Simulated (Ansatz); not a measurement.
# GaP (triplet): the correlation ladder, aug-cc-pVDZ

One table from this session's results is given with a row withheld; the runs are named, their logs left out.

The runs use Ansatz 0.2.0, Gaussian basis; aug-cc-pVDZ, core rule «outside noble gas», up to 19 orbitals frozen.

The runs, in order: UHF; CCSD(T) on ROHF; CCSD(T) on UHF; BCCD(T) on ROHF; CISD; CCSDT(Q) on ROHF; CCSDT(Q) on UHF.

35 further runs of the same task are left out: 8 for a known fault of the program, 1 for a mislabelled method, 16 that didn't finish, 10 set aside as unsound or not needed.

## The geometry

The geometry is a PBE0/def2-TZVPD stationary point (not a proven minimum) of the parent state, kept for this charge and spin. No spin-orbit coupling is included. The filled d shell of Ga may be among the frozen orbitals whatever the setting's name suggests; the logs give the count.

2 atoms, charge 0, spin multiplicity 3.

Atoms are counted from 1 here; the program's logs count them from 0.

Bond lengths: P1–Ga2 2.354 Å.

The first run:

Input file in.yaml:

```yaml
crystal:
  periodic: [false, false, false]
  atoms:
    - {symbol: P, position_ang: [0.000000, 0.000000, 0.000000]}
    - {symbol: Ga, position_ang: [0.000000, 0.000000, 2.354100]}
basis:
  gaussian: {orbitals: aug-cc-pVDZ}
magnetization: {spin_polarized: true, initial_magnetization: 2}
hamiltonian: {xc: hf}
output: {orbitals: {seedname: orbitals}}
```

On the command line:

```bash
$ ansatz run in.yaml --threads 1 --pin off --events-out ev --progress --plain --max-ram 2393MiB
```

Among the steps run: UHF; CCSD(T) on ROHF; CCSD(T) on UHF; BCCD(T) on ROHF; CISD; CCSDT(Q) on ROHF; CCSDT(Q) on UHF.

One of the session's tables, all rows but one given; the rest of the session is left out.

It belongs to the step «Misses and costs». 

```
   method  from UCCSDT(Q) (meV)
     ROHF               +4410.3
      UHF               +4271.3
     RMP2               +1000.0
     UMP2               +1029.3
    RCCSD                     ?
    UCCSD                +171.1
 RCCSD(T)                 +39.6
 UCCSD(T)                 +39.0
  BCCD(T)                 +39.0
   RCCSDT                  +9.5
   UCCSDT                  +8.8
RCCSDT(Q)                  +0.7
UCCSDT(Q)                     0
```

Q: Estimate the row for RCCSD from the others.

The run gave: from UCCSDT(Q) (meV): +176.2. In the column «from UCCSDT(Q) (meV)» it lies between UCCSD (+171.1) and RMP2 (+1000.0).

Not comparable, so not listed: CISD (they don't share determinant, frozen orbitals or solution with the rows shown, or repeat one).

Caveats from the session: Restricted and unrestricted rows rest on different reference determinants; where their highest levels disagree by more than a few hundredths of an eV, they describe different states and don't form one ladder.
